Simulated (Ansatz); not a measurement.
The system is La3Hf.

```
CELL_PARAMETERS angstrom
5.04513 0.00000 0.00000
0.00000 5.04513 0.00000
0.00000 0.00000 5.04513
ATOMIC_POSITIONS crystal
Hf 0.00000 0.00000 0.00000
La 0.50000 0.50000 0.00000
La 0.50000 0.00000 0.50000
La 0.00000 0.50000 0.50000
```

The cell comes from a database or a generator and needn't be the stable form of this composition.

- Program: Ansatz 0.2.0
- Task: relaxation of cell and atoms
- Functional: BLYP
- Potentials or basis: Ansatz PAW
- Cutoff: 420 eV (not typed: the program's choice for these potentials)
- k mesh: 5 × 5 × 5
- Occupations: fermi-dirac, width 0.05 eV
- Spin: no spin polarisation

At the start: volume 32.10 Å³/atom.

Q: How do energy, volume and symmetry change on relaxing?

A: It ends after 4 steps and the volume is 34.37 Å³/atom (+7.1 %); space group Pm-3m (No. 221, to 0.05 Å).

Step by step:
| step | energy change (eV) | largest force (eV/Å) | volume (Å³) |
| --- | --- | --- | --- |
| 1 | 0.0000 | 0.0000 | 128.42 |
| 2 | -0.0720 | 0.0000 | 138.25 |
| 3 | -0.0726 | 0.0000 | 137.47 |
| 4 | -0.0733 | 0.0000 | 137.47 |

Final structure:
```
Hf La
1.0
     5.16106    0.00000    0.00000
     0.00000    5.16106    0.00000
     0.00000    0.00000    5.16106
Hf La
1 3
Direct
  0.00000 0.00000 0.00000
  0.50000 0.50000 0.00000
  0.50000 0.00000 0.50000
  0.00000 0.50000 0.50000
```

Caveat: the plane-wave basis is chosen anew once the cell has moved, so the energies of steps on either side of that aren't comparable; the PAW data sets come from PBE, with cores solved anew for the run's functional, which leaves a small shift of forces and pressure.
